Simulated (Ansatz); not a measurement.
HfB:

```
Hf B
1.0
     0.00000    2.31000    2.31000
     2.31000    0.00000    2.31000
     2.31000    2.31000    0.00000
Hf B
1 1
Direct
  0.50000 0.50000 0.50000
  0.00000 0.00000 0.00000
```

| Item | Value |
| --- | --- |
| Program | Ansatz 0.2.0 |
| Task | relaxation of cell and atoms |
| Functional | PBEsol |
| Potentials or basis | Ansatz PAW |
| Cutoff | 420 eV (not typed: the program's choice for these potentials) |
| k mesh | 10 × 10 × 10 |
| Occupations | fermi-dirac, width 0.05 eV |
| Spin | no spin polarisation |

At the start: volume 12.33 Å³/atom.

Q: How do energy, volume and symmetry change on relaxing?

A: It ends after 7 steps and the volume is 13.72 Å³/atom (+11.3 %); space group Fm-3m (No. 225, to 0.05 Å).

Step by step:
| step | energy change (eV) | largest force (eV/Å) | volume (Å³) |
| --- | --- | --- | --- |
| 1 | 0.0000 | 0.0000 | 24.65 |
| 2 | -0.1619 | 0.0000 | 28.44 |
| 3 | -0.1818 | 0.0000 | 27.56 |
| 4 | -0.1823 | 0.0000 | 27.42 |
| 5 | -0.1849 | 0.0000 | 27.42 |
| 6 | -0.1849 | 0.0000 | 27.43 |
| 7 | -0.1849 | 0.0000 | 27.43 |

Final structure:
```
Hf B
1.0
     0.00000    2.39377    2.39377
     2.39377    0.00000    2.39377
     2.39377    2.39377    0.00000
Hf B
1 1
Direct
  0.50000 0.50000 0.50000
  0.00000 0.00000 0.00000
```

Caveat: the plane-wave basis is chosen anew once the cell has moved, so the energies of steps on either side of that aren't comparable; the PAW data sets come from PBE, with cores solved anew for the run's functional, which leaves a small shift of forces and pressure.
